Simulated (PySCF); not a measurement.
# C3H3F2NSi: the cost of one run

Computed with PySCF 2.14.0, with density-fitted response routines of our own, on a single molecule in the gas phase. Atoms are numbered from 0 throughout.

## 1. The molecule as given

10 atoms, charge 0, multiplicity 1; geometry from: GFN2-xTB. The atoms were then displaced at random by about 0.01 Å, so the start is not that level's minimum.

Bonds of the start (Å): C0–C1 1.32, C1–C2 1.40, C2–N3 1.19, C1–Si4 1.89, Si4–F5 1.60, Si4–F6 1.58, C0–H7 1.10, C0–H8 1.07, Si4–H9 1.46.

## 2. Geometry optimisation at PBE0-D3(BJ)/def2-SVP

Job settings and geometry (Å):

```
{"job": {"xc": "PBE0", "basis": "def2-SVP", "d3": "d3bj", "grid": 1, "shake": 0.01, "kind": "geom"}, "charge": 0, "multiplicity": 1}
C      0.558510     1.389730    -0.421000
C      0.439940     0.154830     0.019770
C      1.597040    -0.539260     0.386340
N      2.583440    -1.119440     0.709950
Si    -1.189270    -0.781600     0.183520
F     -2.350580     0.239070    -0.239740
F     -1.259690    -1.906190    -0.929780
H     -0.323900     1.979520    -0.710100
H      1.487110     1.921540    -0.505340
H     -1.492180    -1.359140     1.485320
```

Started as:

```sh
OMP_NUM_THREADS=1 python probes_run.py task.json out
```

One launch serves the whole session: the jobs run in the order shown.

**Question.** How long does this first job take on 1 thread of Arm Neoverse V1, shared host, and how much memory does it need?

About 67 s, with a peak of 0.5 GiB.
